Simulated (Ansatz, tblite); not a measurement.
**InMe2(acnac) (C7H14InNO): one state, many levels**

An exercise on one series of results from a longer session: the logs are not shown, and one member is left open.

Program: Ansatz 0.2.0, Gaussian basis. Level of theory: as each input shows. These are calculated values, not measurements.

Plan: GFN1-xTB, GFN2-xTB, PBE-D4/def2-TZVP, r2SCAN-D4/def2-TZVP, BLYP-D4/def2-TZVP, HSE06-D4/def2-TZVP, PBE-D4/def2-SVP, PBE0-D4/def2-SVP, MP2/def2-SVP, RPA/def2-SVP.

3 further runs of the same task are left out: 1 that didn't finish, 2 set aside as unsound or not needed. Runs told in other sessions of the task aren't counted.

**The structure**

The singlet was relaxed beforehand with PBE-D4/def2-SVP.

24 atoms, charge 0, spin multiplicity 1.

Bond lengths: In1–C2 2.175 Å, In1–C6 2.175 Å, In1–O10 2.204 Å, In1–N16 2.235 Å, C2–H3 1.108 Å, C2–H4 1.108 Å, C2–H5 1.109 Å, C6–H7 1.108 Å, C6–H8 1.109 Å, C6–H9 1.108 Å, O10–C11 1.285 Å, C11–C12 1.515 Å, C11–C13 1.411 Å, C12–H17 1.106 Å, C12–H18 1.109 Å, C12–H19 1.110 Å, C13–C14 1.421 Å, C13–H20 1.098 Å and more. Angles: C2–In1–C6 136.0°, C2–In1–O10 104.7°, C2–In1–N16 107.4°, C6–In1–O10 104.4°, C6–In1–N16 107.3°, O10–In1–N16 85.0°, In1–C2–H3 108.7°, In1–C2–H4 111.0°, In1–C2–H5 110.6°, H3–C2–H4 109.1°, H3–C2–H5 108.9°, H4–C2–H5 108.5°, In1–C6–H7 108.8°, In1–C6–H8 111.0°, In1–C6–H9 110.5°, H7–C6–H8 109.0°, H7–C6–H9 109.0°, H8–C6–H9 108.5° and more.

In takes a core potential in the def2 sets. No spin-orbit coupling is included.

PBE0-D4/def2-TZVP was run before; its log isn't repeated, and its numbers join the tables.

Set-up of the first run:

Tight binding, by tblite at 300 K electronic temperature and without a spin-polarisation term:

```python
tblite.interface.Calculator('GFN1-xTB', numbers, positions, charge=0, uhf=0).singlepoint()
```

Tight binding, by tblite at 300 K electronic temperature and without a spin-polarisation term:

```python
tblite.interface.Calculator('GFN2-xTB', numbers, positions, charge=0, uhf=0).singlepoint()
```

start.molden holds the orbitals of an earlier run on this state, given as this run's starting guess.

The input, in.yaml:

```yaml
crystal:
  periodic: [false, false, false]
  atoms:
    - {symbol: In, position_ang: [1.448007, 0.129500, 1.063728]}
    - {symbol: C, position_ang: [0.931329, 0.259305, 3.172441]}
    - {symbol: H, position_ang: [-0.158445, 0.437011, 3.260935]}
    - {symbol: H, position_ang: [1.474467, 1.089611, 3.664606]}
    - {symbol: H, position_ang: [1.184264, -0.685589, 3.694167]}
    - {symbol: C, position_ang: [3.280129, 0.213110, -0.105836]}
    - {symbol: H, position_ang: [3.020308, 0.158334, -1.181040]}
    - {symbol: H, position_ang: [3.952039, -0.631536, 0.147268]}
    - {symbol: H, position_ang: [3.820617, 1.161132, 0.086892]}
    - {symbol: O, position_ang: [0.093944, 1.553278, 0.066121]}
    - {symbol: C, position_ang: [-0.914274, 1.293751, -0.686921]}
    - {symbol: C, position_ang: [-1.624531, 2.516296, -1.231393]}
    - {symbol: C, position_ang: [-1.399051, 0.015945, -1.039060]}
    - {symbol: C, position_ang: [-0.900513, -1.253502, -0.639905]}
    - {symbol: C, position_ang: [-1.628869, -2.481916, -1.150439]}
    - {symbol: N, position_ang: [0.149150, -1.444381, 0.152846]}
    - {symbol: H, position_ang: [-2.500619, 2.270695, -1.859331]}
    - {symbol: H, position_ang: [-1.948031, 3.157591, -0.385855]}
    - {symbol: H, position_ang: [-0.908630, 3.121151, -1.825667]}
    - {symbol: H, position_ang: [-2.276365, -0.001611, -1.699110]}
    - {symbol: H, position_ang: [-2.445738, -2.226709, -1.849657]}
    - {symbol: H, position_ang: [-2.065022, -3.050084, -0.301941]}
    - {symbol: H, position_ang: [-0.923153, -3.161853, -1.671773]}
    - {symbol: H, position_ang: [0.338977, -2.439518, 0.318916]}
basis:
  gaussian: {orbitals: def2-TZVP, initial_orbitals: start.molden}
hamiltonian: {xc: pbe, dispersion: d4}
scf: {omitted_lower_state_checks: [starts]}
output: {forces: true, orbitals: {seedname: orbitals}}
```

Command:

```console
$ ansatz run in.yaml --threads 4 --pin off --events-out ev --progress --plain --max-ram 6963MiB
```

Among the steps run: PBE-D4/def2-TZVP; r2SCAN-D4/def2-TZVP; BLYP-D4/def2-TZVP; HSE06-D4/def2-TZVP; PBE-D4/def2-SVP; PBE0-D4/def2-SVP; MP2/def2-SVP; RPA/def2-SVP.

One table of the session follows, with a row left open; its other results are not shown here.

It belongs to the step «Binding energy». 

| level | binding an atom (eV) |
| --- | --- |
| HF/def2-SVP | 3.073 |
| PBE-D4/def2-SVP | 4.301 |
| PBE-D4/def2-TZVP | 4.260 |
| BLYP-D4/def2-TZVP | 4.152 |
| r2SCAN-D4/def2-TZVP | 4.167 |
| PBE0-D4/def2-SVP | ? |
| PBE0-D4/def2-TZVP | 4.180 |
| HSE06-D4/def2-TZVP | 4.183 |
| MP2/def2-SVP | 4.027 |

**Question.** Estimate the row for PBE0-D4/def2-SVP.

The run gave: binding an atom (eV): 4.223. In the column «binding an atom (eV)» it lies between HSE06-D4/def2-TZVP (4.183) and PBE-D4/def2-TZVP (4.260).

To keep in mind: Free atoms were run apart at each level; binding is atoms less cluster, divided by the number of atoms, without zero-point or spin-orbit terms.
